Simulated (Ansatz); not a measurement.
# Mg3O2: the cost of one run

Program: Ansatz 0.2.0. Level of theory: DFT PBE, scalar-relativistic, plane waves, PAW. These are calculated values, not measurements.

2 further runs of the same task are left out: 2 set aside as unsound or not needed.

## (1) The system as given

Symmetry: R-3c, No. 167, trigonal system. Conventional cell: a = 5.683 Å, b = 5.683 Å, c = 15.516 Å, α = 90.00°, β = 90.00°, γ = 120.00°. Mg (site symmetry 2) has 4 O at 2.21 to 2.35 Å as nearest neighbours. O (site symmetry 3) has 6 Mg at 2.21 to 2.35 Å as nearest neighbours.

Coordinates:

```xyz
10
Lattice="2.8416 1.6406 5.1721 -2.8416 1.6406 5.1721 0.0000 -3.2812 5.1721" Properties=species:S:1:pos:R:3 pbc="T T T"
Mg   -1.1011   -1.6406    6.4651
Mg    1.9714   -0.1333    6.4651
Mg   -0.8702    1.7739    6.4651
Mg    1.1011    1.6406    9.0512
Mg   -1.9714    0.1333    9.0512
Mg    0.8702   -1.7739    9.0512
O     0.0000    0.0000   13.2227
O     0.0000    0.0000   10.0518
O     0.0000    0.0000    2.2936
O     0.0000    0.0000    5.4645
```

This is candidate A: anti-corundum type (R-3c, No. 167).

(A quick probe on a coarse mesh, which set the mesh and smearing, is not shown.)

## (3) Coarse relaxation (candidate A)

input.yaml

```yaml
crystal:
  lattice:
    - [2.8415886566, 1.6405919758, 5.1721180781]
    - [-2.8415886566, 1.6405919758, 5.1721180781]
    - [0.0, -3.2811839517, 5.1721180781]
  atoms:
    - { symbol: Mg, position: [0.05625, 0.44375, 0.75] }
    - { symbol: Mg, position: [0.75, 0.05625, 0.44375] }
    - { symbol: Mg, position: [0.44375, 0.75, 0.05625] }
    - { symbol: Mg, position: [0.94375, 0.55625, 0.25] }
    - { symbol: Mg, position: [0.25, 0.94375, 0.55625] }
    - { symbol: Mg, position: [0.55625, 0.25, 0.94375] }
    - { symbol: O, position: [0.85218, 0.85218, 0.85218] }
    - { symbol: O, position: [0.64782, 0.64782, 0.64782] }
    - { symbol: O, position: [0.14782, 0.14782, 0.14782] }
    - { symbol: O, position: [0.35218, 0.35218, 0.35218] }
basis:
  ecutwfc: 420
kpoints:
  mp_grid: { grid: [6, 6, 6] }
hamiltonian:
  xc: pbe
scf:
  occupations: { method: gaussian, width: 0.1 }
  lower_state_search: "off"
output:
  forces: true
  stress: true
  eigenvalues: true
relax:
  adjacent_minimum: "off"
  f_tol: 0.04
  max_steps: 70
  cell: { stress_tol: 0.4 }
```

The run is started by

```
$ ansatz run input.yaml --threads 1 --pin off --max-ram 2560MiB --backend cpu --events-out ev --progress --plain --runs-dir out
```

Q: Estimate wall time and peak memory on 1 thread of Intel Xeon Platinum 8259CL at 2.50GHz (Skylake/Cascade Lake), shared host.

About 1.7 min, with a peak of 0.56 GiB.
